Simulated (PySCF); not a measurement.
# C4H7FO2: magnetic properties

What do calculations give for the magnetic properties of C4H7FO2 (`C=C(OC)OCF`)?

Programs: PySCF 2.14.0, with routines of our own; each step states its level. All values are computed. Atoms count from 0.

## 1. The starting structure

14 atoms, charge 0, multiplicity 1; geometry from: GFN2-xTB.

## 2. Magnetic properties: GIAO B97-2/pcSseg-1

What the job is given:

```
{"job": {"kind": "mag", "xc": "B97-2", "basis": "pcSseg-1", "isotopologues": 2}, "charge": 0, "multiplicity": 1}
C     -0.367512     1.789950    -0.146620
C      0.200844     0.595082    -0.051332
O      1.536290     0.447377    -0.183707
C      2.080171    -0.849045    -0.034632
O     -0.452386    -0.605494     0.167414
C     -1.816870    -0.630429     0.087498
F     -2.402537    -0.043342     1.179590
H      0.250648     2.645862    -0.329417
H     -1.417567     1.949324    -0.011521
H      3.155018    -0.724583    -0.149926
H      1.856792    -1.260675     0.952442
H      1.701855    -1.532276    -0.799761
H     -2.203523    -0.098904    -0.795644
H     -2.121901    -1.683320     0.093450
```

Method: GIAO B97-2/pcSseg-1 magnetisability, rotational g tensor and spin-rotation constants, non-relativistic, gas phase.

On the command line:

```bash
$ OMP_NUM_THREADS=1 python excited_run.py task.json out
```

This one command runs all jobs of the session in turn.

The log of the run:

```text
coarse grid: 11944 points
cycle   1  E = -406.5065789808  dE =  1.037e+00  |g| = 8.578e-01  |ddm| = 3.198e+00
cycle   2  E = -406.3979907237  dE =  1.086e-01  |g| = 1.177e+00  |ddm| = 1.118e+00
cycle   3  E = -406.6348311692  dE = -2.368e-01  |g| = 9.092e-02  |ddm| = 6.628e-01
cycle   4  E = -406.6360886283  dE = -1.257e-03  |g| = 4.766e-02  |ddm| = 8.653e-02
cycle   5  E = -406.6364741515  dE = -3.855e-04  |g| = 1.166e-02  |ddm| = 3.159e-02
cycle   6  E = -406.6364975350  dE = -2.338e-05  |g| = 3.544e-03  |ddm| = 9.327e-03
cycle   7  E = -406.6365002795  dE = -2.745e-06  |g| = 8.841e-04  |ddm| = 3.138e-03
final grid: 116456 points
cycle   8  E = -406.7015507886  dE = -5.699e-05  |g| = 1.033e-02  |ddm| = 2.725e-02
cycle   9  E = -406.7015221336  dE =  2.865e-05  |g| = 1.634e-02  |ddm| = 1.420e-02
cycle  10  E = -406.7015667568  dE = -4.462e-05  |g| = 1.316e-03  |ddm| = 1.004e-02
cycle  11  E = -406.7015671681  dE = -4.113e-07  |g| = 3.852e-04  |ddm| = 1.327e-03
cycle  12  E = -406.7015671969  dE = -2.882e-08  |g| = 8.972e-05  |ddm| = 2.573e-04
cycle  13  E = -406.7015671986  dE = -1.657e-09  |g| = 2.377e-05  |ddm| = 6.690e-05
cycle  14  E = -406.7015671987  dE = -1.235e-10  |g| = 4.772e-06  |ddm| = 1.941e-05
converged SCF energy = -406.7015671987

Magnetisability tensor (1e-30 J/T^2)
     -914.66       68.42       14.61
       68.42     -975.93      -22.12
       14.61      -22.12    -1011.92
isotropic -967.51   principal values   -1042.93   -989.25   -870.34
isotropic susceptibility -58.265 1e-6 cm^3/mol

Inertial axes            a          b          c
rot. const./GHz      5.1925     1.7353     1.3937
chi total           -55.655    -58.756    -60.383
chi diamagnetic    -325.229   -744.097   -923.964
chi paramagnetic    269.574    685.341    863.581
quadrupole/D A        0.435      1.773     -2.209
g nuclear            0.6190     0.5477     0.5592
g electronic        -0.6576    -0.5587    -0.5654
g total             -0.0386    -0.0110    -0.0063

Spin-rotation constants (kHz, H = +C I.J)
atom  isotope        aa         bb         cc
  6    19F        1.380      2.199      0.912
  7     1H       -0.265      0.025     -0.166
  8     1H        0.291     -0.162     -0.173
  9     1H        0.301     -0.196     -0.143
 10     1H       -0.377     -0.125     -0.012
 11     1H       -0.476     -0.119      0.007
 12     1H       -0.460     -0.062     -0.002
 13     1H       -0.445      0.094     -0.128
  0    13C*       1.483      0.384      0.172
  1    13C*       2.570      0.615      0.366
  2    17O*      -0.462     -0.343     -0.155
  3    13C*       1.128      0.268      0.300
  4    17O*      -1.204     -0.354     -0.164
  5    13C*       1.320      0.496      0.355
* in the singly substituted isotopologue

Isotopologues: g along a, b, c
2H    at 7,8,9,10,11,12    -0.0316    -0.0101    -0.0054
13C   at 0                 -0.0373    -0.0110    -0.0062
```

Run time: 40 s. Hardware: 1 thread of Arm Neoverse N1, shared host; peak memory 0.72 GiB.

From this job:

| quantity | value |
| --- | --- |
| magnetisability | -968·10⁻³⁰ J/T² |
| molar susceptibility | -58.3·10⁻⁶ cm³/mol |
| rotational g (a, b, c) | -0.0386, -0.0110, -0.0063 |

Orbitals, density, ELF and potential are computed afterwards from the orbital file.

Frontier orbitals at B97-2/pcSseg-1, with the share of their density that lies nearest to each atom:

| orbital | energy (eV) | lies on |
| --- | --- | --- |
| HOMO | -6.12 | C0 40 %; O2 19 %; C1 17 % |
| LUMO | 1.10 | C1 36 %; C0 22 %; H7, H8 about 8 % each |

ELF in a plane through or near 10 of the atoms.

Values, 10 rows by 14 columns:
```
0.00 0.00 0.00 0.00 0.00 0.00 0.00 0.00 0.00 0.00 0.00 0.00 0.00 0.00
0.00 0.00 0.00 0.00 0.00 0.00 0.00 0.10 0.03 0.00 0.00 0.00 0.00 0.00
0.00 0.00 0.00 0.00 0.00 0.00 0.66 1.00 0.90 0.03 0.00 0.00 0.00 0.00
0.00 0.00 0.00 0.00 0.32 0.71 0.03 0.61 0.22 0.99 0.91 0.00 0.00 0.00
0.00 0.00 0.85 0.79 0.25 0.67 0.73 0.33 0.47 0.85 0.08 0.00 0.00 0.00
0.00 0.00 0.98 0.99 0.78 0.42 0.21 0.76 0.52 0.44 0.08 0.01 0.00 0.00
0.00 0.00 0.02 0.06 0.47 0.23 0.60 0.85 0.52 0.30 0.09 0.01 0.00 0.00
0.00 0.00 0.00 0.00 0.01 0.00 0.00 0.01 0.95 1.00 0.35 0.00 0.00 0.00
0.00 0.00 0.00 0.00 0.00 0.00 0.00 0.00 0.02 0.07 0.00 0.00 0.00 0.00
0.00 0.00 0.00 0.00 0.00 0.00 0.00 0.00 0.00 0.00 0.00 0.00 0.00 0.00
```
The map spans 11.7 Å across and 10.5 Å up, centred on the molecule. Atoms in the plane (x, y in Å): C0 (0.8, 1.7), C1 (-0.1, 0.6), O2 (-1.4, 0.8), C3 (-2.2, -0.3), O4 (0.3, -0.7), C5 (1.6, -1.1), H7 (0.4, 2.6), H8 (1.9, 1.5), H9 (-3.2, 0.1), H13 (1.6, -2.1).

On the surface of density 0.002 e/bohr³ the electrostatic potential runs, from the 1st to the 99th percentile, from -1.13 V near O2 to 1.20 V near H13.

## 3. Magnetic properties: GIAO B97-2/6-31G

Settings changed since step 2:

```diff
@@ -1,2 +1,2 @@
-{"job": {"kind": "mag", "xc": "B97-2", "basis": "pcSseg-1", "isotopologues": 2}, "charge": 0, "multiplicity": 1}
+{"job": {"kind": "mag", "xc": "B97-2", "basis": "6-31G"}, "charge": 0, "multiplicity": 1}
 C     -0.367512     1.789950    -0.146620
```

Method: GIAO B97-2/6-31G magnetisability, rotational g tensor and spin-rotation constants, non-relativistic, gas phase.

The log of the run:

```text
coarse grid: 11944 points
cycle   1  E = -406.5062620126  dE =  1.170e+00  |g| = 8.405e-01  |ddm| = 3.526e+00
cycle   2  E = -406.3765719539  dE =  1.297e-01  |g| = 1.193e+00  |ddm| = 1.652e+00
cycle   3  E = -406.6497335376  dE = -2.732e-01  |g| = 8.180e-02  |ddm| = 9.433e-01
cycle   4  E = -406.6508437624  dE = -1.110e-03  |g| = 4.349e-02  |ddm| = 1.100e-01
cycle   5  E = -406.6511754711  dE = -3.317e-04  |g| = 1.140e-02  |ddm| = 4.069e-02
cycle   6  E = -406.6512064498  dE = -3.098e-05  |g| = 2.142e-03  |ddm| = 1.240e-02
cycle   7  E = -406.6512073783  dE = -9.285e-07  |g| = 1.080e-03  |ddm| = 3.145e-03
final grid: 116456 points
cycle   8  E = -406.6086576156  dE = -2.170e-05  |g| = 8.008e-03  |ddm| = 2.365e-02
cycle   9  E = -406.6086340814  dE =  2.353e-05  |g| = 1.340e-02  |ddm| = 1.650e-02
cycle  10  E = -406.6086699005  dE = -3.582e-05  |g| = 1.050e-03  |ddm| = 1.152e-02
cycle  11  E = -406.6086702089  dE = -3.083e-07  |g| = 1.881e-04  |ddm| = 1.270e-03
cycle  12  E = -406.6086702162  dE = -7.359e-09  |g| = 7.800e-05  |ddm| = 2.089e-04
cycle  13  E = -406.6086702176  dE = -1.347e-09  |g| = 1.807e-05  |ddm| = 7.540e-05
cycle  14  E = -406.6086702176  dE = -6.719e-11  |g| = 7.359e-06  |ddm| = 2.195e-05
converged SCF energy = -406.6086702176

Magnetisability tensor (1e-30 J/T^2)
     -921.80       64.71       13.88
       64.71     -982.55      -20.74
       13.88      -20.74    -1030.94
isotropic -978.43   principal values   -1052.51  -1002.08   -880.69
isotropic susceptibility -58.922 1e-6 cm^3/mol

Inertial axes            a          b          c
rot. const./GHz      5.1925     1.7353     1.3937
chi total           -56.104    -59.173    -61.490
chi diamagnetic    -324.329   -743.952   -923.833
chi paramagnetic    268.226    684.779    862.343
quadrupole/D A       -0.427      2.192     -1.765
g nuclear            0.6190     0.5477     0.5592
g electronic        -0.6543    -0.5583    -0.5646
g total             -0.0353    -0.0106    -0.0054

Spin-rotation constants (kHz, H = +C I.J)
atom  isotope        aa         bb         cc
  6    19F        1.435      2.063      0.877
  7     1H       -0.296      0.011     -0.174
  8     1H        0.255     -0.173     -0.182
  9     1H        0.263     -0.205     -0.150
 10     1H       -0.410     -0.133     -0.021
 11     1H       -0.507     -0.128     -0.003
 12     1H       -0.493     -0.079     -0.011
 13     1H       -0.477      0.077     -0.134
  0    13C*       1.365      0.360      0.141
  1    13C*       2.293      0.550      0.313
  2    17O*      -0.456     -0.329     -0.142
  3    13C*       0.992      0.230      0.259
  4    17O*      -1.135     -0.321     -0.148
  5    13C*       1.165      0.450      0.314
* in the singly substituted isotopologue
```

Wall time 14 s (1 thread of Arm Neoverse N1, shared host); peak memory 0.49 GiB.

In short:

| quantity | value |
| --- | --- |
| magnetisability | -978·10⁻³⁰ J/T² |
| molar susceptibility | -58.9·10⁻⁶ cm³/mol |
| rotational g (a, b, c) | -0.0353, -0.0106, -0.0054 |

## 4. Magnetic properties side by side

| level | ξ (10⁻³⁰ J/T²) | g(a) | g(b) | gap (eV) | functions | time |
| --- | --- | --- | --- | --- | --- | --- |
| GIAO B97-2/pcSseg-1 | -968 | -0.0386 | -0.0110 | 7.22 | 154 | 40 s |
| GIAO B97-2/6-31G | -978 | -0.0353 | -0.0106 | 7.26 | 77 | 14 s |

## 5. Outcome

| quantity | value |
| --- | --- |
| magnetisability (step 2, GIAO B97-2/pcSseg-1) | -968·10⁻³⁰ J/T² |
| molar susceptibility (step 2, GIAO B97-2/pcSseg-1) | -58.3·10⁻⁶ cm³/mol |
| rotational g (a, b, c) (step 2, GIAO B97-2/pcSseg-1) | -0.0386, -0.0110, -0.0063 |
| surface potential, 1st and 99th percentile | -1.13 V and 1.20 V |
| magnetisability over the levels | -978 to -968·10⁻³⁰ J/T² |

In words: The magnetisability spreads by 1.1 % over 2 levels, from GIAO B97-2/6-31G (14 s) to GIAO B97-2/pcSseg-1 (40 s); the runs took 14 s to 40 s. Two levels can agree by chance, so this spread shows no convergence. Vibrational averaging and real surroundings are missing from these values.
